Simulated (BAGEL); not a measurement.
# RI-MP2/cc-pVDZ (density fitting with qzvpp-jkfit) run of SiH3SOF (SMILES O[SiH](F)S)

What is the energy change on altering one bond length of SiH3SOF at RI-MP2/cc-pVDZ (density fitting with qzvpp-jkfit)? 

The results are computed with BAGEL 1.2.2.

1 further run of the same task is left out (set aside as unsound or not needed). Runs told in other sessions of the task aren't counted.

**1. Starting point**

SiH3SOF: 7 atoms, total charge 0, spin state singlet. SMILES: `O[SiH](F)S`. The shape is that of a PBE0-D4/def2-TZVP optimisation. This is one conformer, not always the lowest.

Bond lengths: O1–Si2 1.624 Å, Si2–F3 1.594 Å, Si2–S4 2.124 Å, O1–H5 0.959 Å, Si2–H6 1.470 Å, S4–H7 1.344 Å. Angles: O1–Si2–F3 112.2°, O1–Si2–S4 108.9°, F3–Si2–S4 107.3°, O1–Si2–H6 106.6°, F3–Si2–H6 107.1°, S4–Si2–H6 114.9°, Si2–O1–H5 118.6°, Si2–S4–H7 93.3°.

**2. A single-point energy at RI-MP2/cc-pVDZ (density fitting with qzvpp-jkfit)**

The input, input.json:

```json
{ "bagel" : [

{
  "title" : "molecule",
  "basis" : "cc-pvdz.json",
  "df_basis" : "qzvpp-jkfit",
  "angstrom" : "true",
  "geometry" : [
    { "atom" : "O", "xyz" : [   -1.252700,    1.036700,   -0.295600 ] },
    { "atom" : "Si", "xyz" : [   -0.023300,    0.209800,    0.369300 ] },
    { "atom" : "F", "xyz" : [    1.374200,    0.953800,    0.184300 ] },
    { "atom" : "S", "xyz" : [    0.135000,   -1.677100,   -0.592300 ] },
    { "atom" : "H", "xyz" : [   -1.313700,    1.078400,   -1.251900 ] },
    { "atom" : "H", "xyz" : [   -0.291300,    0.148600,    1.813800 ] },
    { "atom" : "H", "xyz" : [    1.433000,   -1.818200,   -0.273300 ] }
  ]
},
{ "title" : "hf" },
{ "title" : "mp2", "ncore" : 12 }

]}
```

The basis set cc-pVDZ is read from a file made from the Basis Set Exchange's data (not shown).

Command:

```
$ BAGEL_NUM_THREADS=1 BAGEL input.json > input.out
```

The log of the run:

```text
* using 1 threads per process

  ===============================================================
  ===============================================================

  *** Geometry ***

  { "atom" : "O", "xyz" : [     -2.367260,      1.959079,     -0.558603 ] },
  { "atom" : "Si", "xyz" : [     -0.044031,      0.396465,      0.697876 ] },
  { "atom" : "F", "xyz" : [      2.596862,      1.802421,      0.348277 ] },
  { "atom" : "S", "xyz" : [      0.255113,     -3.169260,     -1.119285 ] },
  { "atom" : "H", "xyz" : [     -2.482533,      2.037881,     -2.365748 ] },
  { "atom" : "H", "xyz" : [     -0.550477,      0.280813,      3.427585 ] },
  { "atom" : "H", "xyz" : [      2.707978,     -3.435900,     -0.516462 ] },

  Number of auxiliary basis functions:      464

  Since a DF basis is specified, we compute 2- and 3-index integrals:
    o Being stored without compression. Storage requirement is 0.023 GB

  Number of basis functions:       79
  Number of electrons      :       50

    * METHOD: MOLECULE                             0.15

  *** RHF ***

  === Nuclear Repulsion ===
   231.6128632001

      * DIIS with orbital gradients will be used.

  === RHF iteration (cc-pvdz.json) ===
      0       -862.39210353          0.01753050           0.05
      1       -862.55743887          0.01203490           0.04
      2       -862.65226510          0.00127283           0.04
      3       -862.65377712          0.00030874           0.04
      4       -862.65385451          0.00009214           0.04
      5       -862.65386224          0.00002936           0.04
      6       -862.65386303          0.00001394           0.04
      7       -862.65386321          0.00000235           0.04
      8       -862.65386321          0.00000100           0.04
      9       -862.65386321          0.00000033           0.04
     10       -862.65386321          0.00000009           0.04
     11       -862.65386321          0.00000004           0.04
     12       -862.65386321          0.00000001           0.04
     13       -862.65386321          0.00000001           0.05
    * SCF iteration converged.

    * Permanent dipole moment:
           (   -0.001136,     0.163451,     0.245218) a.u.

    * METHOD: HF                                   0.72

  *** RHF ***

  === Nuclear Repulsion ===
   231.6128632001

      * DIIS with orbital gradients will be used.

  === RHF iteration (cc-pvdz.json) ===
      0       -862.65386321          0.00000000           0.04
    * SCF iteration converged.

    * Permanent dipole moment:
           (   -0.001136,     0.163451,     0.245218) a.u.

  === DF-MP2 calculation ===

    * freezing 12 orbitals
    * 3-index integral transformation done
    * assembly done

      MP2 correlation energy:   -0.6015928634      0.02

      MP2 total energy:       -863.2554560783

    * METHOD: MP2                                  0.11

  ===============================================================
```

Run time: 1.1 s. Hardware: 1 thread of Intel Xeon 6975P-C (Granite Rapids), shared host.

**3. The distorted shape, same level**

The input, input.json:

```json
{ "bagel": [

{
  "title": "molecule",
  "basis": "cc-pvdz.json",
  "df_basis": "qzvpp-jkfit",
  "angstrom": "true",
  "geometry": [
    { "atom": "O", "xyz": [      -1.243551,       1.030446,      -0.152178 ] },
    { "atom": "Si", "xyz": [      -0.014151,       0.203546,       0.512722 ] },
    { "atom": "F", "xyz": [       1.383349,       0.947546,       0.327722 ] },
    { "atom": "S", "xyz": [       0.144149,      -1.683354,      -0.448878 ] },
    { "atom": "H", "xyz": [      -1.313700,       1.078400,      -1.251900 ] },
    { "atom": "H", "xyz": [      -0.282151,       0.142346,       1.957222 ] },
    { "atom": "H", "xyz": [       1.442149,      -1.824454,      -0.129878 ] }
  ]
},

{ "title": "hf" },

{ "title": "mp2", "ncore": 12 }

]}
```

The basis set cc-pVDZ is read from a file made from the Basis Set Exchange's data (not shown).

Command:

```
$ BAGEL_NUM_THREADS=1 BAGEL input.json > input.out
```

The log of the run:

```text
* using 1 threads per process

  ===============================================================
  ===============================================================

  *** Geometry ***

  { "atom" : "O", "xyz" : [     -2.349971,      1.947261,     -0.287575 ] },
  { "atom" : "Si", "xyz" : [     -0.026742,      0.384646,      0.968904 ] },
  { "atom" : "F", "xyz" : [      2.614151,      1.790602,      0.619305 ] },
  { "atom" : "S", "xyz" : [      0.272402,     -3.181078,     -0.848256 ] },
  { "atom" : "H", "xyz" : [     -2.482533,      2.037881,     -2.365748 ] },
  { "atom" : "H", "xyz" : [     -0.533188,      0.268995,      3.698614 ] },
  { "atom" : "H", "xyz" : [      2.725267,     -3.447718,     -0.245434 ] },

  Number of auxiliary basis functions:      464

  Since a DF basis is specified, we compute 2- and 3-index integrals:
    o Being stored without compression. Storage requirement is 0.023 GB

  Number of basis functions:       79
  Number of electrons      :       50

    * METHOD: MOLECULE                             0.15

  *** RHF ***

  === Nuclear Repulsion ===
   230.7979424418

      * DIIS with orbital gradients will be used.

  === RHF iteration (cc-pvdz.json) ===
      0       -862.36724904          0.01754921           0.04
      1       -862.52857960          0.01245308           0.04
      2       -862.63281654          0.00133535           0.04
      3       -862.63449237          0.00039118           0.05
      4       -862.63462490          0.00014727           0.04
      5       -862.63464209          0.00004438           0.04
      6       -862.63464404          0.00001639           0.04
      7       -862.63464434          0.00000224           0.04
      8       -862.63464435          0.00000073           0.04
      9       -862.63464435          0.00000023           0.04
     10       -862.63464435          0.00000007           0.04
     11       -862.63464435          0.00000002           0.04
     12       -862.63464435          0.00000001           0.04
    * SCF iteration converged.

    * Permanent dipole moment:
           (    0.019051,     0.143301,     0.333124) a.u.

    * METHOD: HF                                   0.66

  *** RHF ***

  === Nuclear Repulsion ===
   230.7979424418

      * DIIS with orbital gradients will be used.

  === RHF iteration (cc-pvdz.json) ===
      0       -862.63464435          0.00000001           0.04
    * SCF iteration converged.

    * Permanent dipole moment:
           (    0.019051,     0.143301,     0.333125) a.u.

  === DF-MP2 calculation ===

    * freezing 12 orbitals
    * 3-index integral transformation done
    * assembly done

      MP2 correlation energy:   -0.6070394729      0.02

      MP2 total energy:       -863.2416838208

    * METHOD: MP2                                  0.11

  ===============================================================
```

Run time: 1.1 s. Hardware: 1 thread of Intel Xeon 6975P-C (Granite Rapids), shared host.

**4. Outcome**

At RI-MP2/cc-pVDZ (density fitting with qzvpp-jkfit), 12 core orbitals frozen:

| quantity | value |
| --- | --- |
| first shape: total energy | -863.25546 Eh |
| first shape: correlation energy (12 core orbitals frozen) | -601.6 mEh |
| distorted shape: total energy | -863.24168 Eh |
| distorted shape: correlation energy (12 core orbitals frozen) | -607.0 mEh |
| energy change with the O1–H5 bond stretched from 0.959 to 1.103 Å | 0.375 eV |

With the O1–H5 bond stretched from 0.959 to 1.103 Å the energy rises by 0.37 eV (8.6 kcal/mol). The first shape isn't relaxed at this level, so the change isn't measured from a minimum.
